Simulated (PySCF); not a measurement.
# CH5FOSi: the cost of one run

Programs: PySCF 2.14.0. All values are calculated, for the isolated system unless a continuum is named. Atoms count from 0, parts from 1.

## (1) The system as given

Each species was relaxed by itself at PBE0-D3(BJ)/def2-SVPD.

## (2) Energies of the species: wB97M-D3(BJ)/def2-TZVPD

Job settings and geometry (Å):

```
{"job": {"kind": "react", "xc": "wB97M-D3(BJ)", "basis": "def2-TZVPD"}, "charge": 0, "multiplicity": 1}
-1 FH3Si charge 0 multiplicity 1
F     -1.147430    -0.058470     1.098520
Si     0.046920    -0.006660    -0.027340
H      1.137270    -0.908920     0.429780
H     -0.527610    -0.469190    -1.318940
H      0.517890     1.400890    -0.122530

-1 CH2O charge 0 multiplicity 1
C     -0.001480     0.002670     0.000780
O      1.141200    -0.119250    -0.339700
H     -0.693160    -0.870200     0.076010
H     -0.436940     0.996810     0.261580

+1 CH5FOSi charge 0 multiplicity 1
C     -0.233250     0.649860    -1.209370
O      0.539020     0.477100    -0.046800
Si     0.232600    -0.631860     1.139440
F      1.410030    -0.433400     2.243040
H     -0.272970    -0.272580    -1.813310
H      0.231290     1.438660    -1.815300
H     -1.264700     0.958700    -0.969500
H      0.325880    -2.021590     0.616890
H     -1.067060    -0.363570     1.811020
```

Method: wB97M-D3(BJ)/def2-TZVPD reaction energy of separated species, gas phase.

Command:

```console
> OMP_NUM_THREADS=1 python cluster_run.py task.json out
```

The driver reads the jobs from task.json and runs them one after another.

Q: Estimate the wall time and peak memory of this first job on 1 thread of Arm Neoverse N1, shared host.

About 35 s, with a peak of 0.74 GiB.
